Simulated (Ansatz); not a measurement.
# CH6AlNO: one species, many methods

An exercise on one series of results from a longer session: the logs are not shown, and one member is left open.

Computed with Ansatz 0.2.0, Gaussian basis. Level: functionals in def2-TZVPP, the program's frozen cores in correlated methods.

Levels to be run: LDA (SPW92), PBE-D4, revPBE-D4, BLYP-D4, r2SCAN-D4, B97M-V, PBE0-D4, B3LYP-D4, r2SCANh-D4, r2SCAN0-D4, HSE06-D4, BHLYP-D4, CAM-B3LYP-D4, LC-ωPBE, ωB97X-V, ωB97M-V, B2PLYP, PBE-QIDH; CCSD(T)/def2-SVP; CCSD(T)/def2-TZVPP; MP2/def2-QZVPP; extrapolation to the limit; RPA on PBE.

### The geometry

All runs share one geometry, relaxed beforehand with PBE0-D4 in a triple-zeta def2 set.

10 atoms, charge 0, spin multiplicity 1.

Atoms are counted from 1 here; the program's logs count them from 0.

Bond lengths: N1–C2 1.286 Å, N1–H5 1.014 Å, N1–H6 1.022 Å, C2–Al4 2.085 Å, C2–H7 1.094 Å, O3–Al4 1.727 Å, O3–H8 0.955 Å, Al4–H9 1.602 Å, Al4–H10 1.641 Å. Angles: C2–N1–H5 125.2°, C2–N1–H6 116.5°, H5–N1–H6 118.2°, N1–C2–Al4 114.1°, N1–C2–H7 112.9°, Al4–C2–H7 132.9°, Al4–O3–H8 120.8°, C2–Al4–O3 109.9°, C2–Al4–H9 102.3°, C2–Al4–H10 91.5°, O3–Al4–H9 115.8°, O3–Al4–H10 116.5°, H9–Al4–H10 116.5°.

Coordinates:

```xyz
10
CH6AlNO
N     0.8718   -0.4569   -1.4102
C    -0.1983   -0.6916   -0.7363
O    -0.7925   -0.0878    2.2749
Al   -0.5888    0.7101    0.7571
H     1.1843   -0.9878   -2.2154
H     1.4361    0.3402   -1.1076
H    -0.7547   -1.5563   -1.1087
H    -0.0492   -0.2288    2.8570
H    -1.8827    1.4632    0.1871
H     0.8570    1.4447    0.5051
```

The first run:

in.yaml reads:

```yaml
crystal:
  periodic: [false, false, false]
  atoms:
    - {symbol: N, position_ang: [0.871830, -0.456939, -1.410161]}
    - {symbol: C, position_ang: [-0.198291, -0.691607, -0.736288]}
    - {symbol: O, position_ang: [-0.792540, -0.087789, 2.274947]}
    - {symbol: Al, position_ang: [-0.588757, 0.710092, 0.757067]}
    - {symbol: H, position_ang: [1.184307, -0.987816, -2.215397]}
    - {symbol: H, position_ang: [1.436135, 0.340193, -1.107615]}
    - {symbol: H, position_ang: [-0.754672, -1.556309, -1.108724]}
    - {symbol: H, position_ang: [-0.049217, -0.228771, 2.857036]}
    - {symbol: H, position_ang: [-1.882691, 1.463152, 0.187068]}
    - {symbol: H, position_ang: [0.856995, 1.444695, 0.505066]}
basis:
  gaussian: {orbitals: def2-TZVPP}
hamiltonian: {xc: lda}
output: {orbitals: {seedname: orbitals}}
```

Started as:

```console
> ansatz run in.yaml --threads 2 --pin off --events-out ev --progress --plain --max-ram 4352MiB
```

Among the steps run: LDA; PBE-D4 (GGA); revPBE-D4 (GGA); BLYP-D4 (GGA); r2SCAN-D4 (meta-GGA); B97M-V (meta-GGA); B3LYP-D4 (hybrid); r2SCANh-D4 (hybrid); r2SCAN0-D4 (hybrid); HSE06-D4 (hybrid); BHLYP-D4 (hybrid); CAM-B3LYP-D4 (range-separated); LC-ωPBE (range-separated); ωB97X-V (range-separated); ωB97M-V (range-separated); B2PLYP (double hybrid); PBE-QIDH (double hybrid).

One of the session's tables, all rows but one given; the rest of the session is left out.

It belongs to the step «Frontier levels by functional». 

```
  functional  HOMO (eV)  LUMO (eV)  gap (eV)
 LDA (SPW92)      -5.89      -3.52      2.37
      PBE-D4      -5.80      -3.29      2.51
   revPBE-D4      -5.76      -3.20      2.56
     BLYP-D4      -5.72      -3.14      2.57
   r2SCAN-D4          ?          ?         ?
      B97M-V      -6.22      -3.02      3.20
     PBE0-D4      -7.10      -2.20      4.90
    B3LYP-D4      -6.92      -2.44      4.47
  r2SCANh-D4      -6.59      -2.69      3.90
  r2SCAN0-D4      -7.30      -2.08      5.22
    HSE06-D4      -6.69      -2.59      4.11
    BHLYP-D4      -8.33      -0.96      7.37
CAM-B3LYP-D4      -8.50      -0.98      7.52
     LC-ωPBE      -9.85       0.25     10.09
     ωB97X-V      -9.52       0.17      9.69
     ωB97M-V      -9.32       0.07      9.39
```

Q: Estimate the row for r2SCAN-D4 from the others.

Worked estimate for «HOMO (eV)». Against the share of exact exchange, r2SCANh-D4 (0.1, -6.59), r2SCAN0-D4 (0.25, -7.30) give a slope of -4.73 per unit share; at 0 the line stands at -6.12.

As computed: HOMO (eV): -6.11; LUMO (eV): -3.09; gap (eV): 3.02. In «HOMO (eV)» the line misses by -0.01.
